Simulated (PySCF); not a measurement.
# C4H11SeSi+: magnetic properties

What do calculations give for the magnetic properties of C4H11SeSi+ (`C[Se]C[Si+](C)C`)?

Computed with PySCF 2.14.0 and routines of our own; the level stands in each step. Atoms count from 0.

## Step 1: The system as given

17 atoms, charge 1, multiplicity 1; geometry from: GFN2-xTB.

## Step 2: Magnetic properties: GIAO KT3/pcSseg-1

The job: settings as JSON, then the geometry in Å.

```
{"job": {"kind": "mag", "xc": "KT3", "basis": "pcSseg-1", "isotopologues": 2}, "charge": 1, "multiplicity": 1}
C     -2.577545    -0.274222     0.810965
Se    -1.091276    -1.498717     0.525843
C     -0.450925    -0.815194    -1.251749
Si     0.910030     0.091111    -0.321645
C      2.474511    -0.880364     0.091652
C      0.610742     1.895643     0.149894
H     -3.237444    -0.312652    -0.052429
H     -3.109092    -0.633719     1.689517
H     -2.226533     0.738641     0.989005
H     -0.158168    -1.652423    -1.878403
H     -1.230787    -0.233910    -1.733198
H      2.479033    -1.854348    -0.398432
H      3.366124    -0.343245    -0.224946
H      2.563421    -1.050271     1.163998
H      1.124476     2.150611     1.075561
H      0.992978     2.560047    -0.623363
H     -0.446545     2.125040     0.276742
```

Level: GIAO KT3/pcSseg-1 magnetisability, rotational g tensor and spin-rotation constants, non-relativistic, gas phase.

The run is started by

```bash
$ OMP_NUM_THREADS=1 python excited_run.py task.json out
```

This one command runs all jobs of the session in turn.

Output:

```text
coarse grid: 61656 points
cycle   1  E = -2863.1445698224  dE = -5.828e-01  |g| = 7.489e-01  |ddm| = 3.769e+00
cycle   2  E = -2863.0168423468  dE =  1.277e-01  |g| = 9.265e-01  |ddm| = 1.432e+00
cycle   3  E = -2863.2488178648  dE = -2.320e-01  |g| = 1.410e-01  |ddm| = 9.998e-01
cycle   4  E = -2863.2523517831  dE = -3.534e-03  |g| = 8.296e-02  |ddm| = 2.277e-01
cycle   5  E = -2863.2543434686  dE = -1.992e-03  |g| = 1.478e-02  |ddm| = 1.012e-01
cycle   6  E = -2863.2543799701  dE = -3.650e-05  |g| = 6.882e-03  |ddm| = 2.451e-02
cycle   7  E = -2863.2543951173  dE = -1.515e-05  |g| = 2.006e-03  |ddm| = 1.133e-02
cycle   8  E = -2863.2543964640  dE = -1.347e-06  |g| = 4.553e-04  |ddm| = 2.706e-03
final grid: 128928 points
cycle   9  E = -2863.2544198721  dE =  1.074e-08  |g| = 7.619e-04  |ddm| = 2.481e-03
cycle  10  E = -2863.2544194736  dE =  3.985e-07  |g| = 1.360e-03  |ddm| = 2.695e-03
cycle  11  E = -2863.2544200529  dE = -5.793e-07  |g| = 1.411e-04  |ddm| = 1.741e-03
cycle  12  E = -2863.2544200587  dE = -5.794e-09  |g| = 1.930e-05  |ddm| = 2.105e-04
cycle  13  E = -2863.2544200588  dE = -9.459e-11  |g| = 6.652e-06  |ddm| = 2.891e-05
converged SCF energy = -2863.2544200588

Magnetisability tensor (1e-30 J/T^2)
    -1648.14      157.56       59.84
      157.56    -1651.94        4.98
       59.84        4.98    -1569.92
isotropic -1623.33   principal values   -1813.87  -1585.93  -1470.20
isotropic susceptibility -97.759 1e-6 cm^3/mol

Inertial axes            a          b          c
rot. const./GHz      2.7418     1.2170     0.9950
chi total           -93.097   -107.112    -93.069
chi diamagnetic    -577.642  -1062.902  -1297.466
chi paramagnetic    484.545    955.790   1204.397
quadrupole/D A       13.189     -3.127    -10.062
g nuclear            0.6345     0.5646     0.5732
g electronic        -0.6241    -0.5465    -0.5630
g total              0.0104     0.0181     0.0101

Spin-rotation constants (kHz, H = +C I.J)
atom  isotope        aa         bb         cc
  6     1H       -0.268     -0.149     -0.012
  7     1H       -0.124     -0.147     -0.065
  8     1H       -0.155     -0.077     -0.115
  9     1H       -0.331     -0.034     -0.072
 10     1H       -0.304     -0.056     -0.080
 11     1H       -0.318     -0.046     -0.102
 12     1H        0.015     -0.148     -0.130
 13     1H       -0.333     -0.141     -0.001
 14     1H       -0.304     -0.141     -0.014
 15     1H       -0.163     -0.119     -0.089
 16     1H       -0.140     -0.090     -0.136
  0    13C*       0.423      0.155      0.146
  1   77Se*       4.072      0.520      1.736
  2    13C*       0.407      0.204      0.172
  3   29Si*      -2.183     -0.649     -0.803
  4    13C*       0.352      0.121      0.129
* in the singly substituted isotopologue

Isotopologues: g along a, b, c
2H    at 6,7,8,9,10,11,     0.0082     0.0154     0.0086
13C   at 0                  0.0103     0.0179     0.0101
```

It took 30 s on 1 thread of AMD EPYC 9R45, shared host; peak memory 0.74 GiB.

In short:

| quantity | value |
| --- | --- |
| magnetisability | -1623·10⁻³⁰ J/T² |
| molar susceptibility | -97.8·10⁻⁶ cm³/mol |
| rotational g (a, b, c) | 0.0104, 0.0181, 0.0101 |

The fields below are evaluated on a grid from the run's orbitals.

Frontier orbitals at KT3/pcSseg-1, with the share of their density that lies nearest to each atom:

| orbital | energy (eV) | lies on |
| --- | --- | --- |
| HOMO | -10.76 | Se1 62 %; Si3 14 %; C2 6 % |
| LUMO | -6.99 | Si3 53 %; Se1 20 % |

ELF in a plane through or near 6 of the atoms.

Values, 10 rows by 14 columns:
```
0.00 0.00 0.00 0.00 0.00 0.00 0.00 0.00 0.00 0.00 0.00 0.00 0.00 0.00
0.00 0.00 0.00 0.00 0.00 0.00 0.00 0.00 0.03 0.01 0.00 0.00 0.00 0.00
0.00 0.00 0.00 0.10 0.67 0.02 0.00 0.34 0.80 0.65 0.07 0.00 0.00 0.00
0.00 0.00 0.02 0.85 1.00 0.42 0.03 0.55 0.27 0.76 0.07 0.01 0.00 0.00
0.00 0.00 0.60 0.83 0.80 0.82 0.36 0.70 0.23 0.86 0.59 0.30 0.02 0.00
0.00 0.00 0.85 0.96 0.45 0.62 0.17 0.27 0.10 0.88 0.60 0.15 0.01 0.00
0.00 0.00 0.00 0.02 0.01 0.16 0.60 0.25 0.01 0.98 0.96 0.03 0.00 0.00
0.00 0.00 0.00 0.00 0.03 0.96 0.99 0.52 0.60 0.00 0.01 0.00 0.00 0.00
0.00 0.00 0.00 0.00 0.00 0.44 0.70 0.03 0.01 0.00 0.00 0.00 0.00 0.00
0.00 0.00 0.00 0.00 0.00 0.00 0.00 0.00 0.00 0.00 0.00 0.00 0.00 0.00
```
The map spans 12.0 Å across and 10.0 Å up, centred on the molecule. Atoms in the plane (x, y in Å): C0 (2.6, 0.2), Se1 (1.1, 1.4), C4 (-2.5, 0.7), H8 (2.3, -0.8), H11 (-2.6, 1.8), H14 (-0.9, -2.4).

On the surface of density 0.002 e/bohr³ the electrostatic potential runs, from the 1st to the 99th percentile, from 3.50 V near Se1 to 5.94 V near Si3.

## Step 3: Magnetic properties: GIAO BP86/cc-pVDZ

The job, as its differences from that of step 2:

```diff
@@ -1,2 +1,2 @@
-{"job": {"kind": "mag", "xc": "KT3", "basis": "pcSseg-1", "isotopologues": 2}, "charge": 1, "multiplicity": 1}
+{"job": {"kind": "mag", "xc": "BP86", "basis": "cc-pVDZ", "scf": {"damp": 2.0, "max_cycle": 51}}, "charge": 1, "multiplicity": 1}
 C     -2.577545    -0.274222     0.810965
```

Method: GIAO BP86/cc-pVDZ magnetisability, rotational g tensor and spin-rotation constants, non-relativistic, gas phase.

Output:

```text
damping 2.00 in the first 6 cycles
final grid: 128928 points
cycle   1  E = -2850.0089624245  dE = -4.122e-01  |g| = 6.406e-01  |ddm| = 7.528e+00
cycle   2  E = -2848.7786153042  dE =  1.230e+00  |g| = 2.252e+00  |ddm| = 3.219e+00
cycle   3  E = -2836.9321857130  dE =  1.185e+01  |g| = 6.452e+00  |ddm| = 1.417e+01
cycle   4  E = -2622.7061073086  dE =  2.142e+02  |g| = 1.642e+01  |ddm| = 5.861e+01
cycle   5  E = -2290.2675342520  dE =  3.324e+02  |g| = 1.546e+01  |ddm| = 8.336e+01
cycle   6  E = -2697.0970752423  dE = -4.068e+02  |g| = 6.997e+00  |ddm| = 1.906e+02
cycle   7  E = -2382.4761976767  dE =  3.146e+02  |g| = 1.972e+01  |ddm| = 1.724e+02
cycle   8  E = -2658.3597847897  dE = -2.759e+02  |g| = 1.281e+01  |ddm| = 6.442e+01
cycle   9  E = -2810.5043432975  dE = -1.521e+02  |g| = 7.776e+00  |ddm| = 3.508e+01
cycle  10  E = -2713.6950731022  dE =  9.681e+01  |g| = 1.163e+01  |ddm| = 2.896e+01
cycle  11  E = -2826.6479131804  dE = -1.130e+02  |g| = 6.035e+00  |ddm| = 1.885e+01
cycle  12  E = -2827.8485141316  dE = -1.201e+00  |g| = 6.177e+00  |ddm| = 1.495e+01
cycle  13  E = -2839.5633900551  dE = -1.171e+01  |g| = 4.719e+00  |ddm| = 1.375e+01
cycle  14  E = -2831.1467485710  dE =  8.417e+00  |g| = 5.746e+00  |ddm| = 1.334e+01
cycle  15  E = -2800.6656442767  dE =  3.048e+01  |g| = 9.236e+00  |ddm| = 4.156e+01
cycle  16  E = -2849.0090954741  dE = -4.834e+01  |g| = 2.067e+00  |ddm| = 3.683e+01
cycle  17  E = -2849.5968307765  dE = -5.877e-01  |g| = 1.264e+00  |ddm| = 6.583e+00
cycle  18  E = -2850.0351385359  dE = -4.383e-01  |g| = 5.406e-01  |ddm| = 3.678e+00
cycle  19  E = -2850.0960347219  dE = -6.090e-02  |g| = 2.799e-01  |ddm| = 1.483e+00
cycle  20  E = -2850.1168256384  dE = -2.079e-02  |g| = 1.234e-01  |ddm| = 8.750e-01
cycle  21  E = -2850.1226139841  dE = -5.788e-03  |g| = 2.507e-02  |ddm| = 2.959e-01
cycle  22  E = -2850.1227933844  dE = -1.794e-04  |g| = 7.332e-03  |ddm| = 5.266e-02
cycle  23  E = -2850.1228048500  dE = -1.147e-05  |g| = 4.969e-03  |ddm| = 2.349e-02
cycle  24  E = -2850.1228118628  dE = -7.013e-06  |g| = 1.390e-03  |ddm| = 1.058e-02
cycle  25  E = -2850.1228124046  dE = -5.419e-07  |g| = 1.526e-04  |ddm| = 2.990e-03
cycle  26  E = -2850.1228124123  dE = -7.691e-09  |g| = 4.574e-05  |ddm| = 4.126e-04
cycle  27  E = -2850.1228124130  dE = -6.780e-10  |g| = 1.581e-05  |ddm| = 1.180e-04
converged SCF energy = -2850.1228124130

Magnetisability tensor (1e-30 J/T^2)
    -1664.36      157.24       65.74
      157.24    -1665.21        9.40
       65.74        9.40    -1588.94
isotropic -1639.50   principal values   -1828.87  -1609.30  -1480.34
isotropic susceptibility -98.733 1e-6 cm^3/mol

Inertial axes            a          b          c
rot. const./GHz      2.7418     1.2170     0.9950
chi total           -94.238   -107.925    -94.037
chi diamagnetic    -576.901  -1062.476  -1296.521
chi paramagnetic    482.664    954.551   1202.484
quadrupole/D A       13.127     -2.655    -10.472
g nuclear            0.6345     0.5646     0.5732
g electronic        -0.6217    -0.5458    -0.5621
g total              0.0128     0.0188     0.0110

Spin-rotation constants (kHz, H = +C I.J)
atom  isotope        aa         bb         cc
  6     1H       -0.278     -0.153     -0.013
  7     1H       -0.130     -0.151     -0.067
  8     1H       -0.162     -0.079     -0.118
  9     1H       -0.341     -0.033     -0.073
 10     1H       -0.311     -0.056     -0.081
 11     1H       -0.324     -0.048     -0.104
 12     1H        0.017     -0.152     -0.133
 13     1H       -0.342     -0.146     -0.001
 14     1H       -0.311     -0.146     -0.014
 15     1H       -0.167     -0.123     -0.092
 16     1H       -0.141     -0.092     -0.139
  0    13C*       0.374      0.132      0.130
  1   77Se*       3.771      0.475      1.633
  2    13C*       0.356      0.192      0.156
  3   29Si*      -2.024     -0.625     -0.752
  4    13C*       0.309      0.104      0.111
* in the singly substituted isotopologue
```

It took 40 s on 1 thread of AMD EPYC 9R45, shared host; peak memory 0.71 GiB.

Despite a damping factor outside the range 0 to 1, the SCF converged in 27 cycles.

In short:

| quantity | value |
| --- | --- |
| magnetisability | -1640·10⁻³⁰ J/T² |
| molar susceptibility | -98.7·10⁻⁶ cm³/mol |
| rotational g (a, b, c) | 0.0128, 0.0188, 0.0110 |

## Step 4: The levels compared

| level | ξ (10⁻³⁰ J/T²) | g(a) | g(b) | gap (eV) | functions | time |
| --- | --- | --- | --- | --- | --- | --- |
| GIAO KT3/pcSseg-1 | -1623 | 0.0104 | 0.0181 | 3.77 | 188 | 30 s |
| GIAO BP86/cc-pVDZ | -1640 | 0.0128 | 0.0188 | 3.72 | 156 | 40 s |

## Step 5: What came out

```
                                          quantity                      value
       magnetisability (step 2, GIAO KT3/pcSseg-1)           -1623·10⁻³⁰ J/T²
  molar susceptibility (step 2, GIAO KT3/pcSseg-1)         -97.8·10⁻⁶ cm³/mol
rotational g (a, b, c) (step 2, GIAO KT3/pcSseg-1)     0.0104, 0.0181, 0.0101
                   magnetisability over the levels  -1640 to -1623·10⁻³⁰ J/T²
```

Steps that list no spin-orbit terms leave them out, which matters at and beside the heavy atoms. For an ion, the motion of the centre of mass in the field is left out. At KT3/pcSseg-1, counted by nearest atom on the grid, the HOMO lies on Se1 62 %; Si3 14 %, the LUMO on Si3 53 %; Se1 20 %. The magnetisability spreads by 1.0 % over 2 levels, from GIAO BP86/cc-pVDZ (40 s) to GIAO KT3/pcSseg-1 (30 s); the runs took 30 s to 40 s. Two levels can agree by chance, so this spread shows no convergence. Vibrational averaging and real surroundings are missing from these values.
